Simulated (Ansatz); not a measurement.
**AlH₅O₂Si: basis-set convergence**

The task here is to estimate one member of a computed series from the others.

Computed with Ansatz 0.2.0, Gaussian basis. Level: one geometry, several basis sets.

Levels to be run: PBE0-D4/def2-SVP; ωB97M-V/def2-SVP; PBE0-D4/def2-QZVPP; ωB97M-V/def2-QZVPP; the functionals' def2-TZVPP values are taken from earlier runs.

## The geometry

An earlier PBE0-D4 in a triple-zeta def2 set relaxation fixed the geometry.

SMILES `O[SiH](O)[AlH2]`, 9 atoms, charge 0, spin multiplicity 1.

Atoms are counted from 1 here; the program's logs count them from 0.

Bond lengths: O1–Si2 1.656 Å, O1–H5 0.958 Å, Si2–O3 1.656 Å, Si2–Al4 2.480 Å, Si2–H6 1.482 Å, O3–H7 0.958 Å, Al4–H8 1.597 Å, Al4–H9 1.590 Å. Angles: Si2–O1–H5 118.1°, O1–Si2–O3 113.0°, O1–Si2–Al4 110.2°, O1–Si2–H6 103.7°, O3–Si2–Al4 110.2°, O3–Si2–H6 103.7°, Al4–Si2–H6 115.8°, Si2–O3–H7 118.1°, Si2–Al4–H8 118.6°, Si2–Al4–H9 123.5°, H8–Al4–H9 117.8°.

The first run:

Input file in.yaml:

```yaml
crystal:
  periodic: [false, false, false]
  atoms:
    - {symbol: O, position_ang: [-0.378473, 1.572664, -1.091077]}
    - {symbol: Si, position_ang: [0.581388, 0.605175, -0.150200]}
    - {symbol: O, position_ang: [1.642681, -0.307796, -1.034927]}
    - {symbol: Al, position_ang: [-0.817129, -0.855754, 1.284986]}
    - {symbol: H, position_ang: [-1.108895, 1.166391, -1.558682]}
    - {symbol: H, position_ang: [1.455028, 1.565690, 0.564378]}
    - {symbol: H, position_ang: [1.304128, -1.079470, -1.490047]}
    - {symbol: H, position_ang: [-1.780773, -1.919705, 0.584997]}
    - {symbol: H, position_ang: [-0.809554, -0.793595, 2.873471]}
basis:
  gaussian: {orbitals: def2-SVP}
hamiltonian: {xc: pbe0, dispersion: d4}
output: {orbitals: {seedname: orbitals}}
```

On the command line:

```sh
$ ansatz run in.yaml --threads 2 --pin off --events-out ev --progress --plain --max-ram 4352MiB
```

Among the steps run: PBE0-D4 in def2-SVP; ωB97M-V in def2-SVP; PBE0-D4 in def2-QZVPP; ωB97M-V in def2-QZVPP.

One of the session's tables, all rows but one given; the rest of the session is left out.

It belongs to the step «Functionals by basis». 

```
functional       basis  HOMO (eV)  LUMO (eV)
   PBE0-D4    def2-SVP      -6.99      -2.14
   PBE0-D4  def2-TZVPP      -7.07      -2.15
   PBE0-D4  def2-QZVPP      -7.10      -2.18
   ωB97M-V    def2-SVP          ?          ?
   ωB97M-V  def2-TZVPP      -9.09      -0.53
   ωB97M-V  def2-QZVPP      -9.13      -0.64
```

**Question.** Estimate the row for ωB97M-V, def2-SVP.

The run gave: HOMO (eV): -8.97; LUMO (eV): -0.45. In the column «HOMO (eV)» it lies between ωB97M-V, def2-TZVPP (-9.09) and PBE0-D4, def2-QZVPP (-7.10).
